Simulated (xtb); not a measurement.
**CH11PSi3 (SMILES C[SiH2][SiH2]P[SiH3]) at GFN2-xTB**

What is the electronic atomisation energy of CH11PSi3 at GFN2-xTB? 

The results are computed with xtb 6.7.1.

7 further runs of the same task are left out: 7 set aside as unsound or not needed.

## 1. The system as given

The species is CH11PSi3 (16 atoms), meant as a singlet with charge 0. As SMILES, `C[SiH2][SiH2]P[SiH3]`. The shape is that of a GFN2-xTB optimisation. This is one conformer, not always the lowest.

Bond lengths: C1–Si2 1.902 Å, Si2–Si3 2.321 Å, Si3–P4 2.244 Å, P4–Si5 2.223 Å, C1–H6 1.087 Å, C1–H7 1.087 Å, C1–H8 1.086 Å, Si2–H9 1.469 Å, Si2–H10 1.470 Å, Si3–H11 1.475 Å, Si3–H12 1.469 Å, P4–H13 1.376 Å, Si5–H14 1.462 Å, Si5–H15 1.461 Å, Si5–H16 1.466 Å. Some angles: C1–Si2–Si3 110.5°, Si2–Si3–P4 109.3°, Si3–P4–Si5 103.7°, C1–Si2–H9 108.3°, C1–Si2–H10 107.9°, Si3–Si2–H9 110.6°, Si3–Si2–H10 113.3°, Si2–C1–H6 111.3°, Si2–C1–H7 110.5°, Si2–C1–H8 112.0°.

## 2. Energy and forces at GFN2-xTB

Contents of input.inp:

```
$chrg 0
$spin 0
$end
```

Contents of struc.tmol:

```
$coord
      1.053805773398     -2.042397098234      3.539664901298  c
      3.599625911232     -1.288112915590      1.116884831438  si
      1.799812955616      0.285821076350     -2.560182056382  si
     -0.797105376628      3.494821700360     -1.586935307677  p
     -4.489838094021      1.614260747439     -0.900737957303  si
     -0.242829807014     -3.473127644450      2.838425330972  h
     -0.050247817654     -0.363167566631      3.968708320633  h
      1.848057663578     -2.733318763920      5.301664437160  h
      5.019679504843     -3.615348432589      0.589915804324  h
      5.405561579492      0.464060044424      2.292275583694  h
      0.424470282113     -1.604849911338     -4.076347120691  h
      3.618976706748      1.413609627526     -4.327586208960  h
     -1.324622424318      4.127256342489     -4.053405845539  h
     -4.465611805103      0.749144127585      1.722390876290  h
     -6.452318674445      3.517328338505     -1.291344347263  h
     -4.947416377838     -0.546036363711     -2.573372344732  h
$end
```

The run is started by

```
$ xtb struc.tmol -I input.inp --json --gfn 2 --grad | tee xtb.out
```

What it wrote, shortened:

```text
* xtb version 6.7.1
[...]
          :  # basis functions                  55          :
[...]
          :  # electrons                        32          :
[...]
          :  Hamiltonian                  GFN2-xTB          :
[...]
          :  net charge                          0          :
          :  unpaired electrons                  0          :
[...]
   *** convergence criteria satisfied after 14 iterations ***
[...]
         ::                     SUMMARY                     ::
         :::::::::::::::::::::::::::::::::::::::::::::::::::::
         :: total energy             -15.442698145404 Eh    ::
         :: gradient norm              0.000276468142 Eh/a0 ::
         :: HOMO-LUMO gap              3.977489993502 eV    ::
         ::.................................................::
         :: SCC energy               -15.601811017053 Eh    ::
         :: -> isotropic ES            0.039948465392 Eh    ::
         :: -> anisotropic ES         -0.002238806276 Eh    ::
         :: -> anisotropic XC          0.006787582679 Eh    ::
         :: -> dispersion             -0.013437994274 Eh    ::
         :: repulsion energy           0.159112871649 Eh    ::
         :: add. restraining           0.000000000000 Eh    ::
         :: total charge              -0.000000000000 e     ::
         :::::::::::::::::::::::::::::::::::::::::::::::::::::
[...]
        16        2.0000           -0.3642862              -9.9127 (HOMO)
        17                         -0.2181162              -5.9352 (LUMO)
[...]
     #   Z          covCN         q      C6AA      α(0)
     1   6 c        3.649    -0.197    24.754     7.148
     2  14 si       3.648     0.382   100.508    19.222
     3  14 si       3.702     0.396    99.765    19.129
     4  15 p        2.836    -0.509   185.299    24.466
     5  14 si       3.687     0.465    98.102    18.974
     6   1 h        0.925     0.026     2.637     2.539
     7   1 h        0.925     0.026     2.639     2.540
     8   1 h        0.925     0.034     2.530     2.488
     9   1 h        0.917    -0.106     5.781     3.760
    10   1 h        0.917    -0.084     5.046     3.513
    11   1 h        0.915    -0.090     5.231     3.577
    12   1 h        0.917    -0.090     5.241     3.581
    13   1 h        0.978     0.006     2.954     2.686
    14   1 h        0.919    -0.094     5.371     3.625
[...]
     #   Z sym  total        # sym  WBO       # sym  WBO       # sym  WBO
 ---------------------------------------------------------------------------
     1   6 c    3.979 --     8 h    0.987     6 h    0.987     7 h    0.986
                             2 si   0.925
     2  14 si   3.652 --     1 c    0.925     9 h    0.895    10 h    0.892
                             3 si   0.806
     3  14 si   3.621 --     4 p    0.913    12 h    0.884    11 h    0.878
                             2 si   0.806
     4  15 p    3.142 --    13 h    0.982     5 si   0.973     3 si   0.913
     5  14 si   3.671 --     4 p    0.973    15 h    0.885    14 h    0.885
                            16 h    0.881
     6   1 h    0.999 --     1 c    0.987
     7   1 h    0.999 --     1 c    0.986
     8   1 h    0.999 --     1 c    0.987
     9   1 h    0.989 --     2 si   0.895
[...]
molecular dipole:
                 x           y           z       tot (Debye)
 q only:        0.239      -1.113       0.104
   full:       -0.198      -0.678      -0.042       1.799
molecular quadrupole (traceless):
[...]
          | TOTAL ENERGY              -15.442698145404 Eh   |
          | GRADIENT NORM               0.000276468142 Eh/α |
          | HOMO-LUMO GAP               3.977489993502 eV   |
           -------------------------------------------------
[...]
```

Standard error:

```text
normal termination of xtb
```

It took 0.038 s on 1 thread of Intel Xeon Platinum 8488C (Sapphire Rapids), shared host.

## 3. The C atom: the energy at GFN2-xTB

Contents of xcontrol:

```
$chrg 0
$spin 2
$end
```

Contents of coord:

```
$coord
      0.000000000000      0.000000000000      0.000000000000  c
$end
```

Run the same way, it converges to -1.79330 Eh (log not shown).

## 4. The H atom: the energy at GFN2-xTB

Contents of start.xyz:

```xyz
1

H      0.00000     0.00000     0.00000
```

Run the same way, it converges to -0.39348 Eh (log not shown).

## 5. The P atom: a single-point energy at GFN2-xTB

Contents of .CHRG:

```
0
```

Contents of .UHF:

```
3
```

Contents of input.xyz:

```xyz
1
P
P      0.00000     0.00000     0.00000
```

Run the same way, it converges to -2.37418 Eh (log not shown).

## 6. The Si atom: a single-point energy at GFN2-xTB

xcontrol is that of step 3.

Contents of coord:

```
$coord angs
     0.0000000     0.0000000     0.0000000  Si
$end
```

The run is started by

```
$ xtb coord --gfn2 -I xcontrol -P 1 | tee out.txt
```

What it wrote, shortened:

```text
* xtb version 6.7.1
[...]
          :  # basis functions                  10          :
[...]
          :  # electrons                         4          :
[...]
          :  Hamiltonian                  GFN2-xTB          :
[...]
          :  net charge                          0          :
          :  unpaired electrons                  2          :
[...]
   *** convergence criteria satisfied after 39 iterations ***
[...]
         ::                     SUMMARY                     ::
         :::::::::::::::::::::::::::::::::::::::::::::::::::::
         :: total energy              -1.569609938455 Eh    ::
         :: gradient norm              0.000000000000 Eh/a0 ::
         :: HOMO-LUMO gap              0.000000000414 eV    ::
         ::.................................................::
         :: SCC energy                -1.569609938455 Eh    ::
         :: -> isotropic ES           -0.004033935417 Eh    ::
         :: -> anisotropic ES          0.000000000000 Eh    ::
         :: -> anisotropic XC         -0.000000000000 Eh    ::
         :: -> dispersion              0.000000000000 Eh    ::
         :: repulsion energy           0.000000000000 Eh    ::
         :: add. restraining           0.000000000000 Eh    ::
         :: total charge               0.000000000000 e     ::
         :::::::::::::::::::::::::::::::::::::::::::::::::::::
[...]
         3        0.6667           -0.1778939              -4.8407 (HOMO)
         4        0.6667           -0.1778939              -4.8407 (LUMO)
[...]
     #   Z          covCN         q      C6AA      α(0)
     1  14 Si       0.000     0.000   321.225    38.936
 Mol. C6AA /au·bohr⁶  :        321.225427
 Mol. C8AA /au·bohr⁸  :      22976.177107
 Mol. α(0) /au        :         38.935512
[...]
molecular dipole:
                 x           y           z       tot (Debye)
 q only:        0.000       0.000       0.000
   full:       -0.000       0.000       0.000       0.000
molecular quadrupole (traceless):
[...]
          | TOTAL ENERGY               -1.569609938455 Eh   |
          | GRADIENT NORM               0.000000000000 Eh/α |
          | HOMO-LUMO GAP               0.000000000414 eV   |
           -------------------------------------------------
[...]
```

Standard error:

```text
normal termination of xtb
```

Run time: 0.025 s. Hardware: 1 thread of Intel Xeon Platinum 8488C (Sapphire Rapids), shared host.

## 7. Summary of results

Level: GFN2-xTB.

| quantity | value |
| --- | --- |
| molecule: total energy | -15.44270 Eh |
| molecule: dipole moment | 1.80 D |
| molecule: HOMO energy | -9.91 eV |
| molecule: LUMO energy | -5.94 eV |
| molecule: HOMO–LUMO gap | 3.98 eV |
| molecule: dispersion energy | -35.28 kJ/mol |
| molecule: largest force on an atom | 0.006 eV/Å |
| molecule: mean polarisability (D4 model) | 124.2 bohr³ |
| C atom: total energy | -1.79330 Eh |
| C atom: dipole moment | 0.00 D |
| C atom: HOMO energy (partly filled) | -12.88 eV |
| C atom: LUMO energy | -12.88 eV |
| C atom: mean polarisability (D4 model) | 12.3 bohr³ |
| H atom: total energy | -0.39348 Eh |
| H atom: dipole moment | 0.00 D |
| H atom: HOMO energy (partly filled) | -10.71 eV |
| H atom: mean polarisability (D4 model) | 5.0 bohr³ |
| P atom: total energy | -2.37418 Eh |
| P atom: dipole moment | 0.00 D |
| P atom: HOMO energy (partly filled) | -9.77 eV |
| P atom: LUMO energy | -0.13 eV |
| P atom: mean polarisability (D4 model) | 25.9 bohr³ |
| Si atom: total energy | -1.56961 Eh |
| Si atom: dipole moment | 0.00 D |
| Si atom: HOMO energy (partly filled) | -4.84 eV |
| Si atom: LUMO energy | -4.84 eV |
| electronic atomisation energy | 60.901 eV |

The method runs without spin polarisation, so open shells lack the exchange term that lowers high spin: such energies come out too high. Taking the molecule apart into free atoms costs 60.90 eV (5876 kJ/mol), before zero-point energy and without spin-orbit coupling. Tight-binding and semi-empirical models aren't fitted to free atoms, so this value can be far from the true one. Mulliken charges (molecule) run from -0.51 on P4 to +0.47 on Si5.
